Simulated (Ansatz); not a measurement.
# AlB₂H₅OSi: up Jacob's ladder to CCSD(T)

The task here is to estimate one member of a computed series from the others.

Program: Ansatz 0.2.0, Gaussian basis. Level of theory: functionals in def2-TZVPP, the program's frozen cores in correlated methods. These are calculated values, not measurements.

Levels to be run: LDA (SPW92), PBE-D4, revPBE-D4, BLYP-D4, r2SCAN-D4, B97M-V, PBE0-D4, B3LYP-D4, r2SCANh-D4, r2SCAN0-D4, HSE06-D4, BHLYP-D4, CAM-B3LYP-D4, LC-ωPBE, ωB97X-V, ωB97M-V, B2PLYP, PBE-QIDH; CCSD(T)/def2-SVP; CCSD(T)/def2-TZVPP; MP2/def2-QZVPP; extrapolation to the limit; RPA on PBE.

## The geometry

An earlier PBE0-D4 in a triple-zeta def2 set relaxation fixed the geometry.

SMILES `B[O][Al]1[BH][SiH2]1`, 10 atoms, charge 0, spin multiplicity 1.

Atoms are counted from 1 here; the program's logs count them from 0.

Bond lengths: B1–O2 1.343 Å, B1–H6 1.201 Å, B1–H7 1.205 Å, O2–Al3 1.686 Å, Al3–B4 1.991 Å, Al3–Si5 2.450 Å, B4–Si5 1.856 Å, B4–H8 1.184 Å, Si5–H9 1.489 Å, Si5–H10 1.553 Å. Angles: O2–B1–H6 118.8°, O2–B1–H7 119.9°, H6–B1–H7 121.2°, B1–O2–Al3 152.2°, O2–Al3–B4 170.8°, O2–Al3–Si5 141.1°, B4–Al3–Si5 48.0°, Al3–B4–Si5 79.0°, Al3–B4–H8 142.6°, Si5–B4–H8 138.4°, Al3–Si5–B4 52.9°, Al3–Si5–H9 157.8°, Al3–Si5–H10 52.4°, B4–Si5–H9 149.3°, B4–Si5–H10 105.4°, H9–Si5–H10 105.4°.

The first run:

Input file in.yaml:

```yaml
crystal:
  periodic: [false, false, false]
  atoms:
    - {symbol: B, position_ang: [-1.240710, 1.788766, 1.598739]}
    - {symbol: O, position_ang: [-1.277433, 0.902836, 0.590076]}
    - {symbol: Al, position_ang: [-0.549449, -0.220335, -0.435878]}
    - {symbol: B, position_ang: [0.022025, -1.573618, -1.780455]}
    - {symbol: Si, position_ang: [1.616076, -1.276660, -0.877926]}
    - {symbol: H, position_ang: [-2.252275, 2.359626, 1.905505]}
    - {symbol: H, position_ang: [-0.205028, 1.997944, 2.177409]}
    - {symbol: H, position_ang: [-0.378037, -2.235955, -2.676795]}
    - {symbol: H, position_ang: [3.065297, -1.574854, -0.707204]}
    - {symbol: H, position_ang: [1.282535, -0.219048, 0.209529]}
basis:
  gaussian: {orbitals: def2-TZVPP}
hamiltonian: {xc: lda}
output: {orbitals: {seedname: orbitals}}
```

Started as:

```sh
> ansatz run in.yaml --threads 2 --pin off --events-out ev --progress --plain --max-ram 4352MiB
```

Steps of the session up to this table: LDA; PBE-D4 (GGA); revPBE-D4 (GGA); BLYP-D4 (GGA); r2SCAN-D4 (meta-GGA); B97M-V (meta-GGA); PBE0-D4 (hybrid); B3LYP-D4 (hybrid); r2SCANh-D4 (hybrid); r2SCAN0-D4 (hybrid); HSE06-D4 (hybrid); BHLYP-D4 (hybrid); CAM-B3LYP-D4 (range-separated); LC-ωPBE (range-separated); ωB97X-V (range-separated); ωB97M-V (range-separated); B2PLYP (double hybrid); PBE-QIDH (double hybrid).

One table of the session follows, with a row left open; its other results are not shown here.

It belongs to the step «Frontier levels by functional». 

```
  functional  HOMO (eV)  LUMO (eV)  gap (eV)
 LDA (SPW92)      -5.78      -2.46      3.32
      PBE-D4      -5.63      -2.23      3.39
   revPBE-D4      -5.57      -2.14      3.42
     BLYP-D4      -5.38      -2.06      3.33
   r2SCAN-D4      -5.77      -1.99      3.78
      B97M-V      -5.76      -2.01      3.75
     PBE0-D4      -6.42      -1.41      5.00
    B3LYP-D4      -6.17      -1.56      4.61
  r2SCANh-D4      -6.06      -1.70      4.36
  r2SCAN0-D4      -6.51      -1.29      5.23
    HSE06-D4      -6.03      -1.78      4.25
    BHLYP-D4      -6.97      -0.48      6.49
CAM-B3LYP-D4      -7.44      -0.38      7.06
     LC-ωPBE      -8.67       0.60      9.27
     ωB97X-V          ?          ?         ?
     ωB97M-V      -8.29       0.37      8.66
```

Estimate the missing values for ωB97X-V.

As computed: HOMO (eV): -8.39; LUMO (eV): 0.55; gap (eV): 8.94. In the column «HOMO (eV)» it lies between LC-ωPBE (-8.67) and ωB97M-V (-8.29).
